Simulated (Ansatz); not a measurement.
# F2H3O3Ta: a ladder of functionals and wavefunction methods

One table from this session's results is given with a row withheld; the runs are named, their logs left out.

Method: functionals in def2-TZVPP, the program's frozen cores in correlated methods; program: Ansatz 0.2.0, Gaussian basis.

The runs, in order: PBE-D4, r2SCAN-D4, PBE0-D4, B3LYP-D4, ωB97X-V, ωB97M-V, B2PLYP; CCSD(T)/def2-TZVPP; MP2/def2-QZVPP; extrapolation to the limit.

**The relaxed structure**

All runs share one geometry, relaxed beforehand with PBE0-D4 in a triple-zeta def2 set. Ta takes the def2 core potential; no spin-orbit term is included.

SMILES `[OH][Ta]([OH])([OH])([F])[F]`, 9 atoms, charge 0, spin multiplicity 1.

Atoms are counted from 1 here; the program's logs count them from 0.

Bond lengths: O1–Ta2 1.904 Å, O1–H7 0.961 Å, Ta2–O3 1.867 Å, Ta2–O4 1.904 Å, Ta2–F5 1.875 Å, Ta2–F6 1.918 Å, O3–H8 0.952 Å, O4–H9 0.961 Å. Angles: Ta2–O1–H7 119.2°, O1–Ta2–O3 92.4°, O1–Ta2–O4 119.2°, O1–Ta2–F5 120.0°, O1–Ta2–F6 86.4°, O3–Ta2–O4 92.4°, O3–Ta2–F5 94.4°, O3–Ta2–F6 177.7°, O4–Ta2–F5 120.0°, O4–Ta2–F6 86.4°, F5–Ta2–F6 87.9°, Ta2–O3–H8 174.2°, Ta2–O4–H9 119.2°.

The first run:

in.yaml

```yaml
crystal:
  periodic: [false, false, false]
  atoms:
    - {symbol: O, position_ang: [0.055389, 0.857363, -1.555191]}
    - {symbol: Ta, position_ang: [-0.205752, 0.127599, 0.183607]}
    - {symbol: O, position_ang: [1.396848, 0.849822, 0.813204]}
    - {symbol: O, position_ang: [0.364018, -1.653791, 0.538627]}
    - {symbol: F, position_ang: [-1.272970, 1.034865, 1.429355]}
    - {symbol: F, position_ang: [-1.811333, -0.653309, -0.516607]}
    - {symbol: H, position_ang: [-0.579562, 0.657058, -2.247997]}
    - {symbol: H, position_ang: [2.258693, 1.167124, 1.065178]}
    - {symbol: H, position_ang: [-0.205331, -2.386731, 0.289834]}
basis:
  gaussian: {orbitals: def2-TZVPP}
hamiltonian: {xc: pbe, dispersion: d4}
output: {forces: true, orbitals: {seedname: orbitals}}
```

Command:

```
$ ansatz run in.yaml --threads 2 --pin off --events-out ev --progress --plain --max-ram 32768MiB --backend cpu
```

Among the steps run: PBE-D4 (GGA); r2SCAN-D4 (meta-GGA); PBE0-D4 (hybrid); B3LYP-D4 (hybrid); ωB97X-V (range-separated); ωB97M-V (range-separated); B2PLYP (double hybrid).

One of the session's tables, all rows but one given; the rest of the session is left out.

It belongs to the step «Frontier levels by functional». 

| functional | HOMO (eV) | gap (eV) |
| --- | --- | --- |
| PBE-D4 | -7.85 | 5.73 |
| r2SCAN-D4 | -8.27 | 6.32 |
| PBE0-D4 | -9.62 | 8.35 |
| B3LYP-D4 | ? | ? |
| ωB97X-V | -12.13 | 13.16 |
| ωB97M-V | -12.07 | 13.02 |

**Question.** Estimate the row for B3LYP-D4.

**Answer.** HOMO (eV): -9.34; gap (eV): 7.81. In the column «HOMO (eV)» it lies between PBE0-D4 (-9.62) and r2SCAN-D4 (-8.27).
